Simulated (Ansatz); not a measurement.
# FH7OSi3: the cost of one run

All numbers below are computed with Ansatz 0.2.0 (RKS B3LYP-D4/STO-3G).

## 1. The structure to begin with

Bond lengths: Si1–Si2 2.220 Å, Si2–H3 1.460 Å, Si2–H4 1.460 Å, Si2–H5 1.460 Å, Si1–F6 1.590 Å, Si1–O7 1.679 Å, O7–H8 1.010 Å, Si1–Si9 2.218 Å, Si9–H10 1.460 Å, Si9–H11 1.460 Å, Si9–H12 1.460 Å. Angles (14 of 19 angles, heavy atoms first): Si2–Si1–F6 109.5°, Si2–Si1–O7 109.5°, Si2–Si1–Si9 109.5°, F6–Si1–O7 109.5°, F6–Si1–Si9 109.5°, O7–Si1–Si9 109.5°, Si1–Si2–H3 109.5°, Si1–Si2–H4 109.5°, Si1–Si2–H5 109.5°, Si1–O7–H8 109.5°, Si1–Si9–H10 109.5°, Si1–Si9–H11 109.5°, Si1–Si9–H12 109.5°, H3–Si2–H4 109.4°.

Structure file:

```xyz
12

Si    0.0000    0.0000    0.0000
Si    0.0000    0.0000    2.2200
H    -1.3148   -0.4067    2.7074
H     1.0096   -0.9353    2.7074
H     0.3052    1.3420    2.7074
F     1.4994    0.0000   -0.5295
O    -0.7913    1.3709   -0.5594
H    -1.7491    1.1401   -0.7818
Si   -1.0456   -1.8115   -0.7393
H    -1.7029   -2.4846    0.3772
H    -2.0454   -1.4265   -1.7311
H    -0.0777   -2.7173   -1.3511
```

## 2. Preparing the start

File input.yaml:

```yaml
crystal:
  periodic: [false, false, false]
  atoms:
    - { symbol: Si, position_ang: [0.0, 0.0, 0.0] }
    - { symbol: Si, position_ang: [0.0, 0.0, 2.22] }
    - { symbol: H, position_ang: [-1.3148, -0.4067, 2.7074] }
    - { symbol: H, position_ang: [1.0096, -0.9353, 2.7074] }
    - { symbol: H, position_ang: [0.3052, 1.342, 2.7074] }
    - { symbol: F, position_ang: [1.4994, 0.0, -0.5295] }
    - { symbol: O, position_ang: [-0.7913, 1.3709, -0.5594] }
    - { symbol: H, position_ang: [-1.7491, 1.1401, -0.7818] }
    - { symbol: Si, position_ang: [-1.0456, -1.8115, -0.7393] }
    - { symbol: H, position_ang: [-1.7029, -2.4846, 0.3772] }
    - { symbol: H, position_ang: [-2.0454, -1.4265, -1.7311] }
    - { symbol: H, position_ang: [-0.0777, -2.7173, -1.3511] }
basis:
  gaussian: { orbitals: STO-3G }
hamiltonian:
  xc: b3lyp
  dispersion: d4
relax:
  f_tol: 0.02
  max_steps: 40
output:
  orbitals: {}
```

Started as:

```sh
> ansatz run input.yaml --threads 1 --pin off --max-ram 2048MiB --backend cpu --events-out ev --progress --plain --runs-dir out
```

**Question.** How long does this run take on 1 thread of Arm Neoverse V2, shared host, and how much memory does it need?

About 87 s, with a peak of 0.13 GiB.
